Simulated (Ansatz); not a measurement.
I need a convergence test of the k-point mesh of YPb3, space group Pm-3m. Use Ansatz's Python interface. Settings (first run): PBEsol, PAW, cutoff 420 eV, 2×2×2 k-points, Gaussian smearing of 0.1 eV. The script varies mesh: (2, 2, 2), (3, 3, 3), (4, 4, 4), (5, 5, 5), (6, 6, 6).

```
Y Pb
1.0
     4.81400    0.00000    0.00000
     0.00000    4.81400    0.00000
     0.00000    0.00000    4.81400
Y Pb
1 3
Direct
  0.00000 0.00000 0.00000
  0.00000 0.50000 0.50000
  0.50000 0.00000 0.50000
  0.50000 0.50000 0.00000
```

The script, `ypb3.py`:
```python
"""Convergence of YPb3 with the k-point mesh."""

from dataclasses import dataclass
import warnings

import ansatz as az
import pandas as pd


@dataclass(frozen=True)
class RunConfig:
    xc: str = "pbesol"
    cutoff_ev: int = 420
    filling: str = "gaussian"
    sigma: float = 0.1


settings = RunConfig()


def main() -> None:
    warnings.simplefilter("ignore", az.DeckWarning)

    xtal = (
        az.Lattice.of((4.814, 0.0, 0.0), (0.0, 4.814, 0.0), (0.0, 0.0, 4.814))
        .atom("Y", (0.0, 0.0, 0.0))
        .atom("Pb", (0.0, 0.5, 0.5))
        .atom("Pb", (0.5, 0.0, 0.5))
        .atom("Pb", (0.5, 0.5, 0.0))
    )

    base = (
        xtal.calculation()
        .functional(settings.xc)
        .pseudopotentials("paw")
        .basis(settings.cutoff_ev)
        .occupations(settings.filling, width=settings.sigma)
        .forces()
        .stress()
    )

    rows = []
    for value in [(2, 2, 2), (3, 3, 3), (4, 4, 4), (5, 5, 5), (6, 6, 6)]:
        report = base.kpoints(*value).run(threads=1, pin="off").report
        rows.append((value, report["free_energy_ev"] / len(report["lattice"]["sites"]), report["n_iterations"], sum(report["stress_gpa"][i][i] for i in range(3)) / 3, max(abs(f) for row in report["forces_ev_ang"] for f in row), report["n_kpoints"]))

    table = pd.DataFrame(rows, columns=["mesh", "F/atom (eV)", "iterations", "P (GPa)", "max component (eV/A)", "k-points"])
    print(table.round(5).to_string(index=False))

    # differences from the last row
    for row in rows[:-1]:
        shift = 1000 * (row[1] - rows[-1][1])
        print(f"{row[0]}: {shift:+.2f} meV/atom" + ("  (within 2 meV)" if abs(shift) < 2 else ""))


if __name__ == "__main__":
    main()
```

```console
$ python ypb3.py
     mesh  F/atom (eV)  iterations  P (GPa)  max component (eV/A)  k-points
(2, 2, 2)  -9765.00566           6  1.40285                   0.0         4
(3, 3, 3)  -9765.29293           6 -0.52129                   0.0         4
(4, 4, 4)  -9765.30398           6  0.08321                   0.0        10
(5, 5, 5)  -9765.32560           6 -0.23346                   0.0        10
(6, 6, 6)  -9765.32127           6 -0.24585                   0.0        20
(2, 2, 2): +315.61 meV/atom
(3, 3, 3): +28.33 meV/atom
(4, 4, 4): +17.29 meV/atom
(5, 5, 5): -4.33 meV/atom
```

Notes:
- Forces vanish by symmetry here and test nothing.
- Pressure is positive in compression.
- Spin-orbit coupling, which matters for elements this heavy, is left out.
- The starting cell is as deposited in a crystallographic database; the results hold for this polymorph, which needn't be the stable one.
- Shifts are counted from the finest mesh, which is itself no proven limit.
- Hardware and time: 6 s on 1 thread of Intel(R) Xeon(R) 6975P-C (Granite Rapids), with other jobs on the host, peak memory 0.52 GiB.
